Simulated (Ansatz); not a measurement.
**CH3BF3Ge+ (SMILES [CH3][Ge+]([F])[B](F)F): revPBE0-D3(BJ)-ATM/cc-pVDZ (sfX2C)**

What is the energy change on altering one bond length of CH3BF3Ge+ at revPBE0-D3(BJ)-ATM/cc-pVDZ (sfX2C)? 

Program for the calculation: Ansatz 0.2.0.

3 further runs of the same task are left out: 1 that didn't finish, 2 set aside as unsound or not needed.

## 1. The molecule

CH3BF3Ge+ has 9 atoms, charge +1, and is taken as a singlet. SMILES: `[CH3][Ge+]([F])[B](F)F`. Geometry: a GFN2-xTB relaxation, a rough one for these elements and not checked as a minimum.

Bond lengths: C1–Ge2 2.003 Å, Ge2–F3 1.729 Å, Ge2–B4 2.228 Å, B4–F5 1.274 Å, B4–F6 1.276 Å, C1–H7 1.092 Å, C1–H8 1.097 Å, C1–H9 1.097 Å. Some angles: C1–Ge2–F3 103.8°, C1–Ge2–B4 154.9°, F3–Ge2–B4 101.3°, Ge2–B4–F5 115.3°, Ge2–B4–F6 119.5°, F5–B4–F6 125.2°, Ge2–C1–H7 111.8°, Ge2–C1–H8 107.1°, Ge2–C1–H9 107.2°, H7–C1–H8 110.9°.

## 2. Energy and forces at revPBE0-D3(BJ)-ATM/cc-pVDZ (sfX2C)

molecule.yaml reads:

```yaml
crystal:
  periodic: [false, false, false]
  atoms:
    - {symbol: C, position_ang: [-1.827570, -0.232630, -0.019740]}
    - {symbol: Ge, position_ang: [0.127990, 0.202360, -0.000590]}
    - {symbol: F, position_ang: [0.165210, 1.931220, -0.020140]}
    - {symbol: B, position_ang: [2.303130, -0.280720, 0.029180]}
    - {symbol: F, position_ang: [3.084040, 0.724700, 0.087070]}
    - {symbol: F, position_ang: [2.676590, -1.500590, -0.012720]}
    - {symbol: H, position_ang: [-2.003290, -1.308940, -0.075000]}
    - {symbol: H, position_ang: [-2.263930, 0.280640, -0.885140]}
    - {symbol: H, position_ang: [-2.262170, 0.183950, 0.897070]}
basis:
  gaussian: {orbitals: cc-pVDZ.json}
total_charge: 1
hamiltonian: {xc: {name: revPBE0}, dispersion: d3bjatm, pseudopotentials: {relativity: scalar}}
accuracy: high
output: {forces: true, orbitals: {seedname: orbitals}}
```

The basis set cc-pVDZ is read from a file made from the Basis Set Exchange's data (not shown).

Started as:

```
ansatz run molecule.yaml --threads 1 --pin off --max-ram 2610MiB --events-out events.jsonl --progress --plain --runs-dir runs
```

What it wrote:

```text
Warning: RAYON_NUM_THREADS=1 ignored (pool sized by the plan → 1); use --threads N
Functional definition: revPBE0
  name "revPBE0"
  parameter a = 0.25
  parameter kappa = 1.245
  parameter beta = 0.06672455060314922
  exchange = (1 - a)*pbe_x(kappa = kappa, mu = beta*pi^2/3) + a*exact_x
  correlation = pbe_c(beta = beta)
2495 factors; integrals over basis functions are off by at most 5.6e-9 eV
mean field evaluation 1: about -66876.8220 eV, gradient 8.6e1 eV
mean field evaluation 2: about -66833.2704 eV, gradient 1.8e2 eV
mean field evaluation 4: about -66889.8007 eV, gradient 8.7e0 eV
mean field evaluation 8: about -66890.1231 eV, gradient 1.0e0 eV
mean field evaluation 16: about -66890.1254 eV, gradient 4.7e-4 eV
mean field -66890.12543534 eV, -2458.1667699933 hartree, gradient 8.7e-8 eV, S^2 0.000000; 0 other end points of the search recorded, 0 dependent functions left out
the calculation of the forces begins
reference -66890.12543874 eV, -2458.1667701183 hartree; 36, 36 occupied and 76, 76 virtual orbitals, 2495 factors
Total energy: -66890.45866061 eV, -2458.1790157959 hartree
Relativity: scalar
Atom 0 at    -1.827570    -0.232630    -0.019740 Å, force     1.022590    -0.153124    -0.005094 eV/Å
Atom 1 at     0.127990     0.202360    -0.000590 Å, force    -0.547556     0.183005    -0.008583 eV/Å
Atom 2 at     0.165210     1.931220    -0.020140 Å, force     0.037194    -0.038162     0.001907 eV/Å
Atom 3 at     2.303130    -0.280720     0.029180 Å, force    -1.457712     0.034295    -0.013056 eV/Å
Atom 4 at     3.084040     0.724700     0.087070 Å, force     0.490261     1.249652     0.060141 eV/Å
Atom 5 at     2.676590    -1.500590    -0.012720 Å, force     0.110294    -1.373081    -0.056220 eV/Å
Atom 6 at    -2.003290    -1.308940    -0.075000 Å, force     0.081327    -0.218976    -0.006537 eV/Å
Atom 7 at    -2.263930     0.280640    -0.885140 Å, force     0.136733     0.169303    -0.195223 eV/Å
Atom 8 at    -2.262170     0.183950     0.897070 Å, force     0.126870     0.147089     0.222665 eV/Å
Dipole moment:    -0.658038    -0.555998     0.000759 e Å
```

It took 11 s on 1 thread of Intel Xeon 6975P-C (Granite Rapids), shared host; peak memory 0.5 GiB.

## 3. The distorted shape at the same level

molecule.yaml reads:

```yaml
crystal:
  periodic: [false, false, false]
  atoms:
    - {symbol: C, position_ang: [-2.218647, -0.319620, -0.023570]}
    - {symbol: Ge, position_ang: [0.127990, 0.202360, -0.000590]}
    - {symbol: F, position_ang: [0.165210, 1.931220, -0.020140]}
    - {symbol: B, position_ang: [2.303130, -0.280720, 0.029180]}
    - {symbol: F, position_ang: [3.084040, 0.724700, 0.087070]}
    - {symbol: F, position_ang: [2.676590, -1.500590, -0.012720]}
    - {symbol: H, position_ang: [-2.394367, -1.395930, -0.078830]}
    - {symbol: H, position_ang: [-2.655007, 0.193650, -0.888970]}
    - {symbol: H, position_ang: [-2.653247, 0.096960, 0.893240]}
basis:
  gaussian: {orbitals: cc-pVDZ.json}
total_charge: 1
hamiltonian: {xc: {name: revPBE0}, dispersion: d3bjatm, pseudopotentials: {relativity: scalar}}
accuracy: high
output: {forces: true, orbitals: {seedname: orbitals}}
```

The basis set cc-pVDZ is read from a file made from the Basis Set Exchange's data (not shown).

Started as:

```
ansatz run molecule.yaml --threads 1 --pin off --max-ram 2610MiB --events-out events.jsonl --progress --plain --runs-dir runs
```

What it wrote:

```text
Warning: RAYON_NUM_THREADS=1 ignored (pool sized by the plan → 1); use --threads N
[... 7 set-up lines as earlier in the session ...]
2483 factors; integrals over basis functions are off by at most 1.1e-8 eV
mean field evaluation 1: about -66874.9763 eV, gradient 8.6e1 eV
mean field evaluation 2: about -66821.0898 eV, gradient 1.9e2 eV
mean field evaluation 4: about -66888.7031 eV, gradient 1.1e1 eV
mean field evaluation 8: about -66889.1548 eV, gradient 1.3e0 eV
mean field evaluation 16: about -66889.1592 eV, gradient 4.2e-4 eV
mean field -66889.15919724 eV, -2458.1312613979 hartree, gradient 2.5e-8 eV, S^2 0.000000; 0 other end points of the search recorded, 0 dependent functions left out
the calculation of the forces begins
reference -66889.15920074 eV, -2458.1312615266 hartree; 36, 36 occupied and 76, 76 virtual orbitals, 2483 factors
Total energy: -66889.48566693 eV, -2458.1432589378 hartree
Relativity: scalar
Atom 0 at    -2.218647    -0.319620    -0.023570 Å, force     1.085456     0.292737     0.032105 eV/Å
Atom 1 at     0.127990     0.202360    -0.000590 Å, force    -2.144219    -0.300895    -0.025586 eV/Å
Atom 2 at     0.165210     1.931220    -0.020140 Å, force    -0.024342    -0.057113    -0.000005 eV/Å
Atom 3 at     2.303130    -0.280720     0.029180 Å, force    -1.259280     0.031079    -0.014078 eV/Å
Atom 4 at     3.084040     0.724700     0.087070 Å, force     0.551513     1.280658     0.064110 eV/Å
Atom 5 at     2.676590    -1.500590    -0.012720 Å, force     0.112882    -1.394198    -0.056093 eV/Å
Atom 6 at    -2.394367    -1.395930    -0.078830 Å, force     0.569227    -0.296850    -0.021391 eV/Å
Atom 7 at    -2.655007     0.193650    -0.888970 Å, force     0.558135     0.236603    -0.285540 eV/Å
Atom 8 at    -2.653247     0.096960     0.893240 Å, force     0.550628     0.207978     0.306478 eV/Å
Dipole moment:    -0.725362    -0.551323    -0.000659 e Å
```

Run time: 11 s. Hardware: 1 thread of Intel Xeon 6975P-C (Granite Rapids), shared host; peak memory 0.49 GiB.

## 4. Outcome

At revPBE0-D3(BJ)-ATM/cc-pVDZ (sfX2C):

| quantity | value |
| --- | --- |
| first shape: total energy | -2458.17902 Eh |
| first shape: HOMO energy | -14.67 eV |
| first shape: LUMO energy | -8.93 eV |
| first shape: HOMO–LUMO gap | 5.73 eV |
| first shape: dispersion energy | -32.15 kJ/mol |
| first shape: largest force on an atom | 1.458 eV/Å |
| distorted shape: total energy | -2458.14326 Eh |
| distorted shape: HOMO energy | -14.00 eV |
| distorted shape: LUMO energy | -8.94 eV |
| distorted shape: HOMO–LUMO gap | 5.05 eV |
| distorted shape: dispersion energy | -31.50 kJ/mol |
| distorted shape: largest force on an atom | 2.165 eV/Å |
| energy change with the C1–Ge2 bond stretched from 2.003 to 2.404 Å | 0.973 eV |

With the C1–Ge2 bond stretched from 2.003 to 2.404 Å the energy rises by 0.97 eV (22.4 kcal/mol). The first shape isn't relaxed at this level, so the change isn't measured from a minimum. The largest force (first shape) is 1.46 eV/Å: the shape isn't a stationary point for this species at this level. Mulliken charges (first shape) run from -0.28 on F3 to +0.81 on Ge2; they depend strongly on the basis. The basis (first shape) was contracted for non-relativistic atoms, which limits what the relativistic Hamiltonian can do in the core. The basis (distorted shape) was contracted for non-relativistic atoms, which limits what the relativistic Hamiltonian can do in the core.
